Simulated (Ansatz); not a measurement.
Runs of Ansatz 0.2.0 on VBiO4. Symmetry: I4_1/amd, No. 141, tetragonal system. Conventional cell: a = 7.303 Å, b = 7.303 Å, c = 6.584 Å, α = 90.00°, β = 90.00°, γ = 90.00°. Bi (site symmetry -4m2) is surrounded by 8 O at 2.41 to 2.55 Å. V (site symmetry -4m2) has 4 O at 1.70 Å as nearest neighbours. O (site symmetry m) is surrounded by 1 V at 1.70 Å. Measurements of this composition are mostly on another form, of space group No. 15.

```tsv
spin	fixed moment (μB)	pressure (GPa)	moment (μB)	largest force (eV/Å)
collinear, ferromagnetic start	8.0	14.9	8.00	4.17
collinear, program default start	0.0	-1.6	0.00	0.86
collinear, ferromagnetic start	6.0	(b)	6.00	3.55
collinear, ferromagnetic start	4.0	4.5	4.00	2.69
collinear, ferromagnetic start	5.0	6.8	5.00	3.13
collinear, ferromagnetic start	1.0	-0.9	1.00	1.31
collinear, ferromagnetic start	3.0	(a)	3.00	2.23
collinear, ferromagnetic start	2.0	0.6	2.00	1.76
```

Alike in all rows: task single point; level PBEsol; potentials or basis Ansatz PAW; cell as given; k mesh 5 × 5 × 5; cutoff (eV) 420; smearing fermi-dirac 0.05 eV.

**Question.** Estimate the missing entries.

**Answer.** (a) 2.5; (b) 9.3.

Caveats: the total moment is fixed, so each spin has its own Fermi level; the PAW data sets come from PBE, with cores solved anew for the run's functional, which leaves a small shift of forces and pressure; the thresholds are loose for stress; forces of over 1 eV/Å show positions far from the minimum, so gaps and moduli don't describe the material at rest (some runs).
